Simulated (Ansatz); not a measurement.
# CH4F2OSi: small, medium and large basis sets

An exercise on one series of results from a longer session: the logs are not shown, and one member is left open.

The runs use Ansatz 0.2.0, Gaussian basis; one geometry, several basis sets.

Levels to be run: PBE0-D4/def2-SVP; ωB97M-V/def2-SVP; PBE0-D4/def2-QZVPP; ωB97M-V/def2-QZVPP; the functionals' def2-TZVPP values are taken from earlier runs.

## The relaxed structure

All runs share one geometry, relaxed beforehand with PBE0-D4 in a triple-zeta def2 set.

9 atoms, charge 0, spin multiplicity 1.

Atoms are counted from 1 here; the program's logs count them from 0.

Bond lengths: C1–Si2 1.831 Å, C1–H6 1.092 Å, C1–H7 1.092 Å, C1–H8 1.092 Å, Si2–O3 1.621 Å, Si2–F4 1.590 Å, Si2–F5 1.590 Å, O3–H9 0.958 Å. Angles: Si2–C1–H6 110.5°, Si2–C1–H7 110.5°, Si2–C1–H8 110.6°, H6–C1–H7 108.3°, H6–C1–H8 108.4°, H7–C1–H8 108.4°, C1–Si2–O3 109.9°, C1–Si2–F4 111.2°, C1–Si2–F5 111.2°, O3–Si2–F4 110.0°, O3–Si2–F5 110.0°, F4–Si2–F5 104.6°, Si2–O3–H9 119.7°.

The first run:

The input, in.yaml:

```yaml
crystal:
  periodic: [false, false, false]
  atoms:
    - {symbol: C, position_ang: [-1.189366, 0.338851, -0.162218]}
    - {symbol: Si, position_ang: [0.580149, -0.130659, -0.192539]}
    - {symbol: O, position_ang: [1.083436, -0.479889, 1.307965]}
    - {symbol: F, position_ang: [0.827394, -1.374009, -1.151860]}
    - {symbol: F, position_ang: [1.471942, 1.032712, -0.807868]}
    - {symbol: H, position_ang: [-1.795548, -0.480127, 0.229618]}
    - {symbol: H, position_ang: [-1.342063, 1.213251, 0.473252]}
    - {symbol: H, position_ang: [-1.540115, 0.577495, -1.168093]}
    - {symbol: H, position_ang: [1.992671, -0.743924, 1.454744]}
basis:
  gaussian: {orbitals: def2-SVP}
hamiltonian: {xc: pbe0, dispersion: d4}
output: {orbitals: {seedname: orbitals}}
```

Command:

```console
$ ansatz run in.yaml --threads 4 --pin off --events-out ev --progress --plain --max-ram 10444MiB
```

Steps of the session up to this table: PBE0-D4 in def2-SVP; ωB97M-V in def2-SVP; PBE0-D4 in def2-QZVPP; ωB97M-V in def2-QZVPP.

One table of the session follows, with a row left open; its other results are not shown here.

```
functional       basis  HOMO (eV)  LUMO (eV)
   PBE0-D4    def2-SVP      -9.80       1.28
   PBE0-D4  def2-TZVPP     -10.03       0.68
   PBE0-D4  def2-QZVPP     -10.08       0.24
   ωB97M-V    def2-SVP     -12.24       2.91
   ωB97M-V  def2-TZVPP     -12.37       2.12
   ωB97M-V  def2-QZVPP          ?          ?
```

Q: Estimate the row for ωB97M-V, def2-QZVPP from the others.

**Answer.** HOMO (eV): -12.40; LUMO (eV): 1.44. In the column «HOMO (eV)» it is the lowest.
